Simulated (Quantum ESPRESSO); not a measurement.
Ge:

```
Ge
1.0
     0.00000    2.82900    2.82900
     2.82900    0.00000    2.82900
     2.82900    2.82900    0.00000
Ge
2
Direct
  0.00000 0.00000 0.00000
  0.25000 0.25000 0.25000
```

| Item | Value |
| --- | --- |
| Program | Quantum ESPRESSO 7.5 |
| Task | phonons |
| Functional | PBE |
| Potentials or basis | PseudoDojo 0.4.1 SR PBE standard |
| Cutoff | 1061 eV |
| Density cutoff | 4245 eV |
| k mesh | 12 × 12 × 12 |
| Occupations | fermi-dirac, width 0.01 eV |
| Spin | no spin polarisation |
| Mixing beta | 0.5 |
| Most SCF iterations | 120 |
| SCF threshold | 4e-10 Ry |

Problem. Which optical modes does the crystal have at the zone centre, and which show in infrared and Raman spectra?

Solution. The optical modes are T2g. None is infrared active. Raman active: T2g.

Optical modes at Γ, degenerate ones joined, polar ones without the macroscopic field:
```
cm⁻¹  components  symmetry  active in
 291           3       T2g      Raman
```

Caveat: the cell is more than 3 GPa from zero pressure, which shifts response properties.
